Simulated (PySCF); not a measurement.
**BeHS+, a cluster of ions: interaction energy**

One table from this session's results is given with a row withheld; the runs are named, their logs left out.

Programs: PySCF 2.14.0. All values are calculated, for the isolated system unless a continuum is named. Atoms count from 0, parts from 1.

## Starting point

3 atoms, charge 1, multiplicity 1; geometry: GFN2-xTB. Parts: 1 = atom 0, `[Be+2]`, charge 2; 2 = atoms 1–2, `[SH-]`, charge -1.

Set-up of the first run:

What the job is given:

```
{"job": {"xc": "PBE0", "basis": "def2-SVPD", "d3": "d3bj", "grid": 2, "kind": "geom", "shake": 0.01}, "charge": 1, "multiplicity": 1, "parts": [{"atoms": "0-0", "charge": 2, "multiplicity": 1}, {"atoms": "1-2", "charge": -1, "multiplicity": 1}]}
Be    -0.181812    -0.109884    -0.129455
S     -1.624204    -0.689203    -1.077447
H     -1.735979    -1.813959    -1.784746
```

Started as:

```bash
OMP_NUM_THREADS=1 python cluster_run.py task.json out
```

The driver reads the jobs from task.json and runs them one after another.

Among the steps run: Relaxing the molecule at PBE0-D3(BJ)/def2-SVPD; Coupled-cluster interaction energy: CCSD(T) and MP2, 1.86 Å; Coupled-cluster interaction energy: CCSD(T) and MP2, 2.04 Å; Coupled-cluster interaction energy: CCSD(T) and MP2, 1.76 Å; Coupled-cluster interaction energy: CCSD(T) and MP2, 2.32 Å; Coupled-cluster interaction energy: CCSD(T) and MP2, 1.67 Å; Coupled-cluster interaction energy: CCSD(T) and MP2, 2.78 Å; Coupled-cluster interaction energy: CCSD(T) and MP2, 3.71 Å.

One table of the session follows, with a row left open; its other results are not shown here.

It belongs to the step «Coupled-cluster interaction energy: CCSD(T) and MP2, 3.71 Å». 

```
                 method  interaction energy (kcal/mol)
         HF/aug-cc-pVDZ                        -344.47
        MP2/aug-cc-pVDZ                              ?
       CCSD/aug-cc-pVDZ                        -366.89
    CCSD(T)/aug-cc-pVDZ                        -377.33
         HF/aug-cc-pVTZ                        -345.64
        MP2/aug-cc-pVTZ                        -348.50
    SCS-MP2/aug-cc-pVTZ                        -355.69
      MP2, extrapolated                        -347.34
CCSD(T), limit estimate                        -374.58
```

Q: Estimate the row for MP2/aug-cc-pVDZ from the others.

The run gave: interaction energy (kcal/mol): -350.09. In the column «interaction energy (kcal/mol)» it lies between SCS-MP2/aug-cc-pVTZ (-355.69) and MP2/aug-cc-pVTZ (-348.50).

In this run the core of Be (1s) is correlated, in a basis without core functions; only the other cores are frozen.

Limits of these values: At 2.04 Å a test (T1, the size of the triples or of CCSD(T) less MP2, charge moved between the parts) flags the run, so its CCSD(T) estimate is not taken as a benchmark. At 2.32 Å a test (T1, the size of the triples or of CCSD(T) less MP2, charge moved between the parts) flags the run, so its CCSD(T) estimate is not taken as a benchmark. At 2.78 Å a test (T1, the size of the triples or of CCSD(T) less MP2, charge moved between the parts) flags the run, so its CCSD(T) estimate is not taken as a benchmark. At 3.71 Å a test (T1, the size of the triples or of CCSD(T) less MP2, charge moved between the parts) flags the run, so its CCSD(T) estimate is not taken as a benchmark.
